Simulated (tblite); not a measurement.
# C6H13NSSi: the cost of one run

Programs: tblite 0.8.0 and PySCF 2.14.0, with density-fitted response routines of our own. Each step states its level of theory. These are calculated values for one molecule in the gas phase, unless marked as measured. Atoms count from 0, in the outputs and in this text.

### Step 1. The molecule as given

22 atoms, charge 0, multiplicity 1; geometry from: force field or distance geometry start.

Bonds of the start (Å): C0–N1 1.28, N1–Si2 1.74, Si2–C3 1.89, C3–C4 1.49, C4–C5 1.48, C4–C6 1.33, C6–S7 1.78, S7–C8 1.82, C0–H9 1.09, C0–H10 1.09, Si2–H11 1.48, Si2–H12 1.45, C3–H13 1.12, C3–H14 1.10, C5–H15 1.13, C5–H16 1.10, C5–H17 1.13, C6–H18 1.09, C8–H19 1.09, C8–H20 1.11, C8–H21 1.11.

### Step 2. Geometry optimisation with GFN2-xTB

The job: settings as JSON, then the geometry in Å.

```
{"job": {"kind": "relax", "xc": "GFN2-xTB", "basis": "xTB"}, "charge": 0, "multiplicity": 1}
C      4.205800     1.129800     0.350100
N      3.472000     0.127300     0.664100
Si     2.140100    -0.519600    -0.251500
C      0.541900    -0.006100     0.610200
C     -0.621600    -0.793900     0.127700
C     -0.574600    -2.267100     0.272600
C     -1.686500    -0.248700    -0.451400
S     -1.911800     1.493300    -0.709600
C     -3.668800     1.955400    -0.537300
H      4.038600     1.710700    -0.551700
H      4.996700     1.394300     1.047100
H      2.226600    -1.998400    -0.157700
H      2.088000    -0.108100    -1.640500
H      0.691500    -0.263000     1.690500
H      0.413300     1.081000     0.467900
H     -0.406100    -2.510600     1.367000
H      0.221800    -2.634900    -0.387100
H     -1.528100    -2.738200    -0.098200
H     -2.486100    -0.913900    -0.772300
H     -4.224000     1.826500    -1.469400
H     -3.785800     3.002300    -0.191900
H     -4.153300     1.301200     0.219900
```

On the command line:

```sh
OMP_NUM_THREADS=1 python probes_run.py task.json out
```

This one command runs all jobs of the session in turn.

**Question.** How long does this first job take on 1 thread of Intel Xeon at 2.50GHz, shared host, and how much memory does it need?

About 4.7 s, with a peak of 0.18 GiB.
